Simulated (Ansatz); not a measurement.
Born–Oppenheimer molecular dynamics of a periodic cell of 16 atoms, Na (start crystal Na, start structure bcc, volume 1.05 times the crystal's). It starts from a structure without forces on its atoms.

These are results of Ansatz 0.2.0, DFT LDA, scalar-relativistic, plane waves, PAW, not measurements. Settings: accuracy low, cutoff 420 eV, k mesh 1x1x1, fermi-dirac smearing 0.16 eV, no spin polarisation.

```json
{
 "ensemble": "NVT, Langevin thermostat",
 "time step": "2 fs",
 "steps asked": "250",
 "set temperature": "1800 K",
 "friction": "0.02 /fs",
 "seed": "920003"
}
```

Frames 10 fs apart, positions in Å, forces in eV/Å.

Velocities at 220.0 fs (Å/ps):

```
Na 4.05 -1.98 14.88
Na -4.40 -0.89 1.48
Na 10.55 2.61 -1.23
Na -2.76 8.92 8.40
Na -13.19 -7.33 -2.94
Na 7.86 14.39 6.65
Na 11.89 -3.45 -1.94
Na -2.82 9.21 -2.83
Na 2.44 -5.13 9.06
Na -9.33 5.72 -10.52
Na -11.29 -0.31 -11.10
Na -0.44 -0.63 10.79
Na -5.91 8.17 -3.37
Na -11.13 14.57 2.22
Na 8.00 6.88 9.85
Na -3.43 -8.18 -0.35
```

```xyz
16
Lattice="8.5987 0.0000 0.0000 0.0000 8.5987 0.0000 0.0000 0.0000 8.5987" Properties=species:S:1:pos:R:3:forces:R:3 time_fs=220.0 energy_less_start_eV=2.920 T=1614
Na -0.447 0.273 -0.085 -0.24 0.04 0.03
Na 4.493 0.036 -0.043 0.00 0.09 0.06
Na 1.456 3.622 0.684 -0.14 0.26 -0.26
Na -0.397 -0.001 4.384 0.14 0.18 -0.21
Na 2.127 1.151 2.000 0.04 -0.09 0.34
Na 5.770 4.259 -0.460 -0.30 0.25 0.29
Na 4.996 -0.941 5.739 0.10 0.18 -0.03
Na 5.084 1.505 3.022 0.27 -0.12 -0.01
Na 1.103 3.766 4.141 -0.53 -0.46 -0.49
Na 1.468 6.997 0.934 0.26 -0.50 0.10
Na 2.743 2.317 6.321 0.10 -0.32 0.12
Na 4.665 4.269 4.127 0.51 -0.57 0.06
Na 5.320 6.587 2.718 0.19 0.33 -0.42
Na 7.357 2.368 6.606 0.02 0.02 -0.43
Na 2.701 5.631 5.200 -0.30 0.86 0.62
Na 7.827 5.864 5.666 -0.11 -0.17 0.23
16
Lattice="8.5987 0.0000 0.0000 0.0000 8.5987 0.0000 0.0000 0.0000 8.5987" Properties=species:S:1:pos:R:3:forces:R:3 time_fs=230.0 energy_less_start_eV=2.866 T=1606
Na -0.416 0.260 0.052 -0.51 0.36 -0.17
Na 4.450 0.017 -0.021 -0.02 0.10 -0.04
Na 1.596 3.712 0.711 -0.06 0.15 -0.21
Na -0.413 0.097 4.464 0.13 0.12 -0.19
Na 2.097 1.094 2.026 0.03 -0.03 0.35
Na 5.787 4.350 -0.387 -0.31 0.27 0.30
Na 5.086 -0.937 5.704 0.10 0.23 0.03
Na 5.032 1.586 2.993 0.29 -0.19 -0.06
Na 1.101 3.746 4.202 -0.46 -0.30 -0.58
Na 1.316 7.012 0.853 0.40 -0.67 0.14
Na 2.628 2.332 6.235 0.18 -0.41 0.27
Na 4.641 4.200 4.183 0.45 -0.24 0.04
Na 5.284 6.697 2.673 0.14 0.13 -0.28
Na 7.284 2.493 6.623 0.06 -0.15 -0.34
Na 2.732 5.727 5.329 -0.31 0.69 0.53
Na 7.850 5.803 5.660 -0.12 -0.06 0.19
16
Lattice="8.5987 0.0000 0.0000 0.0000 8.5987 0.0000 0.0000 0.0000 8.5987" Properties=species:S:1:pos:R:3:forces:R:3 time_fs=240.0 energy_less_start_eV=2.911 T=2282
Na -0.365 0.304 0.270 -0.78 0.70 -0.32
Na 4.356 0.075 -0.004 -0.01 0.07 -0.17
Na 1.706 3.865 0.812 0.03 0.03 -0.20
Na -0.389 0.190 4.520 0.11 0.07 -0.18
Na 2.099 1.111 2.069 0.01 -0.03 0.34
Na 5.759 4.461 -0.317 -0.29 0.27 0.29
Na 5.127 -0.949 5.639 0.13 0.27 0.13
Na 4.948 1.649 2.977 0.36 -0.26 -0.11
Na 1.066 3.690 4.223 -0.41 -0.08 -0.61
Na 1.131 7.016 0.892 0.53 -0.83 0.20
Na 2.521 2.341 6.161 0.24 -0.46 0.44
Na 4.645 4.110 4.258 0.34 0.12 0.09
Na 5.200 6.832 2.627 0.10 -0.04 -0.20
Na 7.168 2.586 6.635 0.09 -0.26 -0.27
Na 2.730 5.833 5.488 -0.28 0.43 0.39
Na 7.927 5.791 5.696 -0.15 0.00 0.17
16
Lattice="8.5987 0.0000 0.0000 0.0000 8.5987 0.0000 0.0000 0.0000 8.5987" Properties=species:S:1:pos:R:3:forces:R:3 time_fs=250.0 energy_less_start_eV=3.058 T=2279
Na -0.349 0.377 0.476 -0.90 0.94 -0.39
Na 4.235 0.181 0.069 0.04 0.03 -0.36
Na 1.762 4.045 0.878 0.10 -0.10 -0.19
Na -0.349 0.260 4.578 0.05 0.04 -0.17
Na 2.134 1.158 2.119 -0.13 -0.03 0.31
Na 5.708 4.533 -0.219 -0.29 0.26 0.29
Na 5.150 -0.974 5.584 0.18 0.34 0.23
Na 4.831 1.717 2.990 0.47 -0.27 -0.10
Na 1.010 3.600 4.245 -0.39 0.18 -0.62
Na 0.980 7.033 0.995 0.55 -0.91 0.24
Na 2.409 2.278 6.091 0.34 -0.48 0.58
Na 4.671 4.086 4.354 0.23 0.32 0.16
Na 5.050 6.932 2.607 0.07 -0.12 -0.17
Na 7.068 2.723 6.654 0.13 -0.38 -0.24
Na 2.717 5.977 5.630 -0.33 0.18 0.27
Na 7.961 5.810 5.751 -0.13 0.02 0.14
16
Lattice="8.5987 0.0000 0.0000 0.0000 8.5987 0.0000 0.0000 0.0000 8.5987" Properties=species:S:1:pos:R:3:forces:R:3 time_fs=260.0 energy_less_start_eV=3.079 T=2356
Na -0.393 0.471 0.636 -0.76 0.78 -0.33
Na 4.096 0.378 0.140 0.15 -0.08 -0.57
Na 1.859 4.198 0.863 0.17 -0.28 -0.17
Na -0.346 0.253 4.639 0.05 0.09 -0.19
Na 2.166 1.192 2.154 -0.42 -0.03 0.32
Na 5.689 4.605 -0.075 -0.25 0.23 0.27
Na 5.258 -1.032 5.600 0.17 0.36 0.28
Na 4.721 1.723 2.972 0.63 -0.13 0.05
Na 0.970 3.544 4.229 -0.38 0.37 -0.66
Na 0.929 6.972 1.121 0.35 -0.57 0.22
Na 2.277 2.227 6.060 0.40 -0.47 0.66
Na 4.689 4.074 4.471 0.14 0.35 0.14
Na 4.885 6.982 2.635 0.01 -0.15 -0.18
Na 7.013 2.876 6.663 0.16 -0.45 -0.20
Na 2.736 6.145 5.768 -0.36 0.04 0.21
Na 8.011 5.856 5.799 -0.07 -0.04 0.14
16
Lattice="8.5987 0.0000 0.0000 0.0000 8.5987 0.0000 0.0000 0.0000 8.5987" Properties=species:S:1:pos:R:3:forces:R:3 time_fs=270.0 energy_less_start_eV=3.001 T=1838
Na -0.466 0.604 0.737 -0.59 0.50 -0.27
Na 3.966 0.588 0.148 0.18 -0.14 -0.69
Na 1.932 4.276 0.841 0.24 -0.42 -0.18
Na -0.380 0.241 4.704 0.07 0.15 -0.23
Na 2.096 1.244 2.217 -0.49 -0.10 0.31
Na 5.729 4.675 0.085 -0.18 0.16 0.23
Na 5.384 -1.065 5.587 0.03 0.33 0.29
Na 4.659 1.716 2.915 0.69 0.04 0.19
Na 0.952 3.514 4.198 -0.39 0.51 -0.65
Na 0.909 6.878 1.214 0.11 -0.13 0.20
Na 2.171 2.153 6.028 0.43 -0.45 0.68
Na 4.776 4.079 4.602 0.00 0.32 0.05
Na 4.704 7.034 2.612 -0.04 -0.17 -0.14
Na 6.972 3.010 6.626 0.19 -0.50 -0.09
Na 2.704 6.318 5.807 -0.30 0.01 0.16
Na 8.018 5.896 5.826 0.03 -0.10 0.14
16
Lattice="8.5987 0.0000 0.0000 0.0000 8.5987 0.0000 0.0000 0.0000 8.5987" Properties=species:S:1:pos:R:3:forces:R:3 time_fs=280.0 energy_less_start_eV=2.957 T=2033
Na -0.536 0.758 0.865 -0.52 0.27 -0.26
Na 3.818 0.718 0.109 0.17 -0.15 -0.64
Na 1.941 4.361 0.783 0.34 -0.67 -0.22
Na -0.438 0.278 4.720 0.08 0.17 -0.25
Na 1.975 1.273 2.282 -0.28 -0.16 0.29
Na 5.780 4.776 0.235 -0.09 0.08 0.15
Na 5.512 -1.087 5.638 -0.19 0.27 0.25
Na 4.649 1.737 2.847 0.61 0.15 0.24
Na 0.900 3.462 4.169 -0.38 0.61 -0.56
Na 0.901 6.758 1.257 -0.14 0.34 0.21
Na 2.129 2.068 6.016 0.42 -0.38 0.60
Na 4.931 4.111 4.725 -0.23 0.34 -0.14
Na 4.583 7.110 2.571 -0.05 -0.18 -0.04
Na 6.890 3.082 6.569 0.29 -0.53 0.13
Na 2.619 6.481 5.789 -0.13 0.02 0.09
Na 8.052 5.946 5.843 0.10 -0.19 0.15
16
Lattice="8.5987 0.0000 0.0000 0.0000 8.5987 0.0000 0.0000 0.0000 8.5987" Properties=species:S:1:pos:R:3:forces:R:3 time_fs=290.0 energy_less_start_eV=3.031 T=1874
Na -0.619 0.898 0.961 -0.50 0.11 -0.28
Na 3.758 0.802 0.015 0.16 -0.14 -0.42
Na 1.978 4.442 0.764 0.52 -0.91 -0.32
Na -0.453 0.317 4.720 0.04 0.13 -0.28
Na 1.863 1.306 2.309 -0.02 -0.22 0.20
Na 5.874 4.883 0.369 0.00 -0.01 0.03
Na 5.609 -1.111 5.750 -0.38 0.28 0.21
Na 4.638 1.782 2.822 0.49 0.17 0.22
Na 0.838 3.460 4.137 -0.32 0.62 -0.41
Na 0.838 6.590 1.335 -0.40 0.76 0.31
Na 2.108 1.924 5.996 0.36 -0.24 0.43
Na 5.125 4.165 4.803 -0.51 0.46 -0.41
Na 4.527 7.169 2.567 -0.05 -0.15 0.02
Na 6.810 3.053 6.446 0.45 -0.59 0.48
Na 2.544 6.579 5.718 0.01 0.02 0.03
Na 8.062 6.000 5.902 0.18 -0.28 0.18
16
Lattice="8.5987 0.0000 0.0000 0.0000 8.5987 0.0000 0.0000 0.0000 8.5987" Properties=species:S:1:pos:R:3:forces:R:3 time_fs=300.0 energy_less_start_eV=3.111 T=1761
Na -0.668 1.099 0.966 -0.52 0.03 -0.31
Na 3.736 0.922 -0.094 0.21 -0.13 -0.19
Na 2.040 4.472 0.788 0.59 -0.88 -0.36
Na -0.523 0.397 4.712 0.08 0.15 -0.33
Na 1.781 1.288 2.278 0.17 -0.21 0.24
Na 5.984 4.936 0.469 0.03 -0.07 -0.02
Na 5.726 -1.074 5.894 -0.66 0.34 0.19
Na 4.662 1.820 2.816 0.36 0.19 0.22
Na 0.773 3.543 4.124 -0.22 0.46 -0.27
Na 0.731 6.482 1.452 -0.52 0.84 0.35
Na 2.179 1.826 5.998 0.19 -0.09 0.15
Na 5.304 4.236 4.889 -0.76 0.67 -0.72
Na 4.495 7.232 2.502 -0.03 -0.13 0.08
Na 6.730 3.009 6.379 0.63 -0.75 0.77
Na 2.547 6.706 5.639 0.03 0.00 -0.01
Na 8.017 6.104 5.949 0.42 -0.43 0.21
16
Lattice="8.5987 0.0000 0.0000 0.0000 8.5987 0.0000 0.0000 0.0000 8.5987" Properties=species:S:1:pos:R:3:forces:R:3 time_fs=310.0 energy_less_start_eV=3.056 T=976
Na -0.675 1.218 0.968 -0.56 0.03 -0.33
Na 3.747 0.985 -0.175 0.26 -0.13 0.00
Na 2.098 4.410 0.851 0.47 -0.61 -0.26
Na -0.571 0.420 4.694 0.14 0.22 -0.38
Na 1.737 1.259 2.266 0.29 -0.21 0.28
Na 6.085 5.007 0.526 0.00 -0.10 -0.05
Na 5.800 -1.014 5.997 -0.87 0.40 0.23
Na 4.676 1.823 2.837 0.30 0.22 0.20
Na 0.743 3.603 4.151 -0.17 0.36 -0.22
Na 0.563 6.479 1.474 -0.38 0.62 0.26
Na 2.259 1.779 6.007 0.06 -0.02 -0.03
Na 5.424 4.264 4.920 -0.77 0.75 -0.82
Na 4.466 7.308 2.488 -0.01 -0.18 0.08
Na 6.705 2.955 6.410 0.62 -0.78 0.85
Na 2.584 6.785 5.569 0.01 -0.02 -0.02
Na 7.989 6.200 5.960 0.61 -0.57 0.22
16
Lattice="8.5987 0.0000 0.0000 0.0000 8.5987 0.0000 0.0000 0.0000 8.5987" Properties=species:S:1:pos:R:3:forces:R:3 time_fs=320.0 energy_less_start_eV=3.009 T=1013
Na -0.723 1.263 0.961 -0.61 0.03 -0.34
Na 3.781 1.053 -0.280 0.29 -0.15 0.21
Na 2.145 4.333 0.855 0.35 -0.40 -0.19
Na -0.559 0.403 4.701 0.15 0.29 -0.41
Na 1.647 1.240 2.230 0.48 -0.20 0.30
Na 6.178 5.090 0.575 -0.07 -0.15 -0.08
Na 5.865 -0.990 6.109 -1.00 0.46 0.29
Na 4.717 1.850 2.824 0.19 0.20 0.15
Na 0.780 3.652 4.205 -0.17 0.30 -0.23
Na 0.441 6.497 1.421 -0.20 0.46 0.21
Na 2.315 1.776 5.998 -0.01 0.00 -0.14
Na 5.485 4.231 4.945 -0.67 0.69 -0.75
Na 4.476 7.335 2.502 0.01 -0.16 0.05
Na 6.709 2.867 6.521 0.52 -0.66 0.75
Na 2.630 6.834 5.469 -0.03 -0.03 0.01
Na 7.949 6.224 5.911 0.76 -0.70 0.18
16
Lattice="8.5987 0.0000 0.0000 0.0000 8.5987 0.0000 0.0000 0.0000 8.5987" Properties=species:S:1:pos:R:3:forces:R:3 time_fs=330.0 energy_less_start_eV=2.827 T=1500
Na -0.773 1.324 0.843 -0.50 -0.04 -0.25
Na 3.796 1.134 -0.396 0.37 -0.21 0.49
Na 2.248 4.246 0.839 0.23 -0.20 -0.15
Na -0.535 0.358 4.707 0.13 0.35 -0.40
Na 1.573 1.266 2.224 0.51 -0.17 0.30
Na 6.252 5.154 0.647 -0.13 -0.20 -0.11
Na 5.859 -0.934 6.246 -0.85 0.39 0.30
Na 4.788 1.877 2.796 0.12 0.17 0.11
Na 0.798 3.778 4.307 -0.14 0.16 -0.26
Na 0.375 6.521 1.409 -0.02 0.36 0.17
Na 2.372 1.826 6.053 -0.18 0.05 -0.36
Na 5.503 4.221 4.996 -0.53 0.56 -0.59
Na 4.499 7.349 2.523 0.03 -0.12 0.01
Na 6.756 2.792 6.676 0.39 -0.45 0.48
Na 2.696 6.889 5.366 -0.08 -0.02 0.04
Na 7.970 6.230 5.925 0.65 -0.63 0.20
```

Of the whole run (500 fs, mean temperature of the second half 1805 K): A run of 0.5 ps of so small a system gives no equilibrium averages. Limits of this set-up: coarse k mesh, low accuracy level.

Run time: 7.3 min on 1 CPU thread of a shared host.
